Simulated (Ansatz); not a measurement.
# C2HCl2Ga: the cost of one run

The runs use Ansatz 0.2.0, Gaussian basis; the settings change from run to run.

## 1. The relaxed structure

An earlier PBE0-D4 in a triple-zeta def2 set relaxation fixed the geometry.

SMILES `C#[C][Ga]([Cl])[Cl]`, 6 atoms, charge 0, spin multiplicity 1.

Atoms are counted from 1 here; the program's logs count them from 0.

Bond lengths: C1–C2 1.206 Å, C1–H6 1.067 Å, C2–Ga3 1.886 Å, Ga3–Cl4 2.119 Å, Ga3–Cl5 2.119 Å. Angles: C2–C1–H6 180.0°, C1–C2–Ga3 179.9°, C2–Ga3–Cl4 121.7°, C2–Ga3–Cl5 121.7°, Cl4–Ga3–Cl5 116.7°.

Geometry (Å):

```mol
C2HCl2Ga
  3D, bonds by distance, orders not assigned

  6  5  0  0  0  0  0  0  0  0999 V2000
    0.8751    0.2983    1.7054 C   0  0
    0.3315    0.1114    0.6451 C   0  0
   -0.5196   -0.1776   -1.0125 Ga  0  0
   -2.0488   -1.6264   -1.2408 Cl  0  0
    0.0054    0.9311   -2.7402 Cl  0  0
    1.3563    0.4632    2.6431 H   0  0
  1  2  8  0
  2  3  8  0
  3  4  8  0
  3  5  8  0
  1  6  8  0
M  END
```

## 2. B2PLYP/def2-TZVPD

This run has a grid of angular degree 23.

Input file in.yaml:

```yaml
crystal:
  periodic: [false, false, false]
  atoms:
    - {symbol: C, position_ang: [0.875116, 0.298272, 1.705372]}
    - {symbol: C, position_ang: [0.331481, 0.111424, 0.645053]}
    - {symbol: Ga, position_ang: [-0.519562, -0.177552, -1.012499]}
    - {symbol: Cl, position_ang: [-2.048784, -1.626426, -1.240753]}
    - {symbol: Cl, position_ang: [0.005394, 0.931097, -2.740224]}
    - {symbol: H, position_ang: [1.356335, 0.463185, 2.643061]}
basis:
  gaussian: {orbitals: def2-TZVPD, final_grid: {core_spheres: 8, valence_spheres: 7, degree: 23}}
hamiltonian: {xc: {name: B2PLYP}}
output: {forces: true}
```

Run with:

```bash
ansatz run in.yaml --threads 4 --pin off --events-out ev --progress --plain --max-ram 10444MiB
```

What time and memory should one allow on 4 threads of Arm Neoverse V2, shared host?

About 11 s, with a peak of 0.77 GiB.
